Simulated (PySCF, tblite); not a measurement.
# C4H7BCl2O: geometry, infrared bands and NMR shifts

What infrared bands and NMR shifts should C4H7BCl2O (`C/C=C(/OC)B(Cl)Cl`) show?

Programs: tblite 0.8.0 and PySCF 2.14.0, with density-fitted response routines of our own. Each step states its level of theory. These are calculated values for one molecule in the gas phase, unless marked as measured. Atoms are numbered from 0 throughout.

## 1. The molecule as given

15 atoms, charge 0, multiplicity 1; geometry from: force field or distance geometry start.

Bonds of the start (Å): C0–C1 1.48, C1–C2 1.36, C2–O3 1.39, O3–C4 1.43, C2–B5 1.59, B5–Cl6 1.85, B5–Cl7 1.86, C0–H8 1.11, C0–H9 1.11, C0–H10 1.12, C1–H11 1.09, C4–H12 1.11, C4–H13 1.10, C4–H14 1.11.

## 2. Geometry optimisation with GFN2-xTB

Job settings and geometry (Å):

```
{"job": {"kind": "relax", "xc": "GFN2-xTB", "basis": "xTB"}, "charge": 0, "multiplicity": 1}
C     -1.910300    -0.390000    -0.936800
C     -0.543200    -0.517600    -0.379300
C      0.193800     0.478300     0.181000
O      1.450500     0.248700     0.731200
C      2.107000    -1.024400     0.799500
B     -0.302600     1.990400     0.264700
Cl    -1.619500     2.735500    -0.796000
Cl     0.699600     3.171700     1.293200
H     -1.886800     0.205900    -1.869600
H     -2.320400    -1.394100    -1.183000
H     -2.603000     0.073900    -0.193000
H     -0.138300    -1.528200    -0.378200
H      3.086600    -0.897000     1.299600
H      1.507400    -1.745200     1.378000
H      2.274600    -1.400000    -0.233200
```

The run is started by

```
OMP_NUM_THREADS=1 python probes_run.py task.json out
```

The driver reads the jobs from task.json and runs them one after another.

**Question.** This job is followed by: GFN2-xTB harmonic vibrations, gas phase; GIAO PBE0/pcSseg-1 NMR shielding, non-relativistic, gas phase. What will the session give for the following? strongest single infrared mode (GFN2-xTB); zero-point energy (GFN2-xTB); 13C shifts against TMS (PBE0/pcSseg-1); 1H shifts against TMS (PBE0/pcSseg-1, means over atoms taken as alike); 17O shifts against H2O (PBE0/pcSseg-1); 11B shifts against BF3·OEt2 (PBE0/pcSseg-1); 35Cl shifts against HCl (PBE0/pcSseg-1, means over atoms taken as alike).

As calculated:

| quantity | value |
| --- | --- |
| strongest single infrared mode (GFN2-xTB) | 1030 cm⁻¹, 110 km/mol |
| zero-point energy (GFN2-xTB) | 66.8 kcal/mol |
| 13C shifts against TMS (PBE0/pcSseg-1) | 165.9, 126.9, 55.4, 17.9 ppm |
| 1H shifts against TMS (PBE0/pcSseg-1, means over atoms taken as alike) | 5.80, 3.62, 2.26 ppm |
| 17O shifts against H2O (PBE0/pcSseg-1) | 119.0 ppm |
| 11B shifts against BF3·OEt2 (PBE0/pcSseg-1) | 50.2 ppm |
| 35Cl shifts against HCl (PBE0/pcSseg-1, means over atoms taken as alike) | 269 ppm |

What this shows: The optimisation took 61 steps and gained 0.518 eV; among the close pairs (by a distance rule), B5–Cl7 changed most, from 1.859 to 1.717 Å. No mode is imaginary among the 39: a minimum at this level. The strongest single mode, at 1030 cm⁻¹, is spread over many atoms; the largest shares are those of B5, C2. Unscaled tight-binding wavenumbers are off by several per cent, some by more. Its intensities can rank the bands wrongly. C2 (alkene carbon bearing oxygen) lies farthest downfield among carbon, at 165.9 ppm; an sp2 carbon further deshielded by the attached heteroatom. H11 (hydrogen on a β carbon of an enol-ether or enamine type C=C) lies farthest downfield among hydrogen, at 5.80 ppm; attached to an sp2 carbon and in the plane of the double bond. At PBE0/pcSseg-1: Shielding is most anisotropic at Cl6, Cl7 (span 500 ppm, paramagnetic term -467 ppm).
